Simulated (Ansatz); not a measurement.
# C2H8BNO, SMILES COB(C)N: a single point in a Gaussian basis

With the Python package of Ansatz (0.2.0).

At the Python prompt:
```pycon
>>> from pathlib import Path
>>> import ansatz
>>> import numpy as np
>>> import pandas as pd
>>> BASIS_SET = "def2-SVP"
>>> XC = "pbe"
>>> molecule = (
...     ansatz.Crystal.molecule()
...     .atom("C", (-1.5985, 0.3541, 0.8404))
...     .atom("O", (-0.3235, 0.8658, 0.8483))
...     .atom("B", (0.415, 0.1603, -0.2044))
...     .atom("C", (1.2885, -1.1763, 0.1634))
...     .atom("N", (0.541, 0.7226, -1.6178))
...     .atom("H", (-2.1437, 0.6278, -0.1477))
...     .atom("H", (-1.6755, -0.6856, 1.0741))
...     .atom("H", (-2.1817, 0.9541, 1.6047))
...     .atom("H", (2.305, -1.0369, 0.029))
...     .atom("H", (0.8348, -2.0088, -0.4479))
...     .atom("H", (1.0386, -1.4434, 1.2549))
...     .atom("H", (1.5611, 0.9754, -1.7533))
...     .atom("H", (-0.0407, 1.6561, -1.6289))
... )
>>> setup = (
...     molecule.calculation()
...     .basis(gaussian=BASIS_SET)  # atom-centred Gaussian functions
...     .functional(XC)  # exchange and correlation
...     .forces()  # minus the gradient of the free energy
...     .orbitals()
... )
>>> result = setup.run(threads=1, pin="off", runs_dir="out")

>>> data = result.report
>>> data["mean_field"]["state"]["spin_squared"]
-3.197442310920451e-14
>>> for key in ("converged", "free_energy_ev", "reference_energy_ev", "n_frozen", "n_occupied", "n_virtual"):
...     print(f"{key:22s} {data[key]}")
...
converged              True
free_energy_ev         -6405.781671360797
reference_energy_ev    -6405.781671360797
n_frozen               0
n_occupied             [20, 20]
n_virtual              [90, 90]
>>> symbols = [site.symbol for site in molecule.cartesian_sites]
>>> forces = np.array(data["forces_ev_ang"])
>>> print("largest force", round(float(np.linalg.norm(forces, axis=1).max()), 4), "eV/A, rms", round(float(np.sqrt((forces ** 2).mean())), 4))
largest force 5.117 eV/A, rms 1.4977
>>> charges = data["charge_distribution"]
>>> table = pd.DataFrame({"atom": symbols, "mulliken": charges["mulliken_charges_e"], "lowdin": charges["lowdin_charges_e"]})
>>> table.round(3)
   atom  mulliken  lowdin
0     C     0.125   0.071
1     O    -0.252   0.151
2     B    -0.073  -0.541
3     C    -0.106  -0.001
4     N    -0.177   0.144
5     H     0.015   0.002
6     H     0.022  -0.019
7     H     0.030  -0.010
8     H     0.038   0.005
9     H     0.063   0.046
10    H     0.048   0.040
11    H     0.137   0.055
12    H     0.129   0.059
>>> print("dipole (e A):", np.round(charges["dipole_moment_e_ang"], 4) + 0.0)
dipole (e A): [ 0.0025  0.0591 -0.1042]
>>> lines = Path(data["orbitals_path"]).read_text().splitlines()
>>> field_of = lambda key: [line.split("=")[1].strip() for line in lines if line.startswith(key)]
>>> orbitals = [(27.211386 * float(e), s, float(n)) for e, s, n in zip(field_of("Ene="), field_of("Spin="), field_of("Occup="))]
>>> homo = max(e for e, _, n in orbitals if n > 0.5)
>>> lumo = min(e for e, _, n in orbitals if n < 0.5)
>>> for e, spin, n in sorted(orbitals):
...     if homo - 6 < e < lumo + 5:
...         print(f"{spin:6s} {e:10.3f} eV  occupation {n:.0f}")
...
Alpha     -11.430 eV  occupation 2
Alpha     -10.955 eV  occupation 2
Alpha     -10.719 eV  occupation 2
Alpha     -10.224 eV  occupation 2
Alpha      -9.833 eV  occupation 2
Alpha      -8.830 eV  occupation 2
Alpha      -7.922 eV  occupation 2
Alpha      -7.215 eV  occupation 2
Alpha      -6.537 eV  occupation 2
Alpha      -5.631 eV  occupation 2
Alpha      -0.879 eV  occupation 0
Alpha       0.486 eV  occupation 0
Alpha       1.617 eV  occupation 0
Alpha       1.715 eV  occupation 0
Alpha       2.390 eV  occupation 0
Alpha       2.707 eV  occupation 0
Alpha       2.879 eV  occupation 0
Alpha       3.313 eV  occupation 0
Alpha       3.609 eV  occupation 0
Alpha       3.699 eV  occupation 0
```

What to keep in mind:
- Total energies depend on the basis set; only differences at equal settings carry meaning.
- The geometry is a force-field or estimated start, not a minimum of this method, and the basis set is short of its limit.
- The Löwdin charges here are taken after orthogonalising the functions within each atom; they differ from plain Löwdin charges, and their signs can be unphysical.
- Alpha marks a spatial orbital of a restricted run, filled by both spins.
- Levels such as HOMO and LUMO are orbital energies: with these approximate functionals they aren't the ionisation energy and electron affinity, and their gap isn't the fundamental gap.
- Finished in 4.4 s on 1 thread of Arm Neoverse V1, on a shared host, peak memory 0.25 GiB.

(Lines on the test bed's own set-up are left out of the output.)
